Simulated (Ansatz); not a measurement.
**C2H12GaNSi: small, medium and large basis sets**

An exercise on one series of results from a longer session: the logs are not shown, and one member is left open.

Computed with Ansatz 0.2.0, Gaussian basis. Level: one geometry, several basis sets.

Plan: PBE0-D4/def2-SVP; ωB97M-V/def2-SVP; PBE0-D4/def2-QZVPP; ωB97M-V/def2-QZVPP; the functionals' def2-TZVPP values are taken from earlier runs.

## The relaxed structure

All runs share one geometry, relaxed beforehand with PBE0-D4 in a triple-zeta def2 set.

SMILES `[CH3][GaH-]([CH3])[NH2+][SiH3]`, 17 atoms, charge 0, spin multiplicity 1.

Atoms are counted from 1 here; the program's logs count them from 0.

Bond lengths: C1–Ga2 1.990 Å, C1–H6 1.094 Å, C1–H7 1.093 Å, C1–H8 1.094 Å, Ga2–C3 1.990 Å, Ga2–N4 2.221 Å, Ga2–H9 1.592 Å, C3–H10 1.094 Å, C3–H11 1.094 Å, C3–H12 1.093 Å, N4–Si5 1.772 Å, N4–H13 1.015 Å, N4–H14 1.015 Å, Si5–H15 1.487 Å, Si5–H16 1.478 Å, Si5–H17 1.478 Å. Angles: Ga2–C1–H6 112.4°, Ga2–C1–H7 112.5°, Ga2–C1–H8 109.5°, H6–C1–H7 108.2°, H6–C1–H8 106.8°, H7–C1–H8 107.2°, C1–Ga2–C3 118.9°, C1–Ga2–N4 100.2°, C1–Ga2–H9 117.5°, C3–Ga2–N4 100.2°, C3–Ga2–H9 117.5°, N4–Ga2–H9 94.4°, Ga2–C3–H10 112.4°, Ga2–C3–H11 109.5°, Ga2–C3–H12 112.5°, H10–C3–H11 106.8°, H10–C3–H12 108.2°, H11–C3–H12 107.2° and more.

Set-up of the first run:

The input, in.yaml:

```yaml
crystal:
  periodic: [false, false, false]
  atoms:
    - {symbol: C, position_ang: [-0.227457, 1.334392, 1.688286]}
    - {symbol: Ga, position_ang: [1.027807, 0.158515, 0.687269]}
    - {symbol: C, position_ang: [0.819397, -1.815136, 0.834495]}
    - {symbol: N, position_ang: [0.297648, 0.478799, -1.385685]}
    - {symbol: Si, position_ang: [-1.377255, -0.002835, -1.703504]}
    - {symbol: H, position_ang: [-0.294416, 2.336525, 1.254912]}
    - {symbol: H, position_ang: [-1.236805, 0.918460, 1.742529]}
    - {symbol: H, position_ang: [0.127813, 1.457058, 2.715697]}
    - {symbol: H, position_ang: [2.486845, 0.723491, 0.392151]}
    - {symbol: H, position_ang: [1.262244, -2.344989, -0.013835]}
    - {symbol: H, position_ang: [1.333093, -2.170384, 1.732691]}
    - {symbol: H, position_ang: [-0.226839, -2.120276, 0.918301]}
    - {symbol: H, position_ang: [0.470730, 1.467678, -1.533994]}
    - {symbol: H, position_ang: [0.978069, -0.026168, -1.944126]}
    - {symbol: H, position_ang: [-1.751592, 0.264109, -3.117308]}
    - {symbol: H, position_ang: [-2.236336, 0.792332, -0.800716]}
    - {symbol: H, position_ang: [-1.472046, -1.451872, -1.426761]}
basis:
  gaussian: {orbitals: def2-SVP}
hamiltonian: {xc: pbe0, dispersion: d4}
output: {orbitals: {seedname: orbitals}}
```

Launch:

```console
$ ansatz run in.yaml --threads 8 --pin off --events-out ev --progress --plain --max-ram 20889MiB
```

Among the steps run: PBE0-D4 in def2-SVP; ωB97M-V in def2-SVP; PBE0-D4 in def2-QZVPP; ωB97M-V in def2-QZVPP.

One of the session's tables, all rows but one given; the rest of the session is left out.

It belongs to the step «Density functionals: the series». 

```
functional       basis  HOMO (eV)
   PBE0-D4    def2-SVP          ?
   PBE0-D4  def2-TZVPP      -6.97
   PBE0-D4  def2-QZVPP      -6.98
   ωB97M-V    def2-SVP      -9.12
   ωB97M-V  def2-TZVPP      -9.21
   ωB97M-V  def2-QZVPP      -9.22
```

Q: Estimate the row for PBE0-D4, def2-SVP from the others.

The run gave: HOMO (eV): -6.88. In the column «HOMO (eV)» it is the highest.
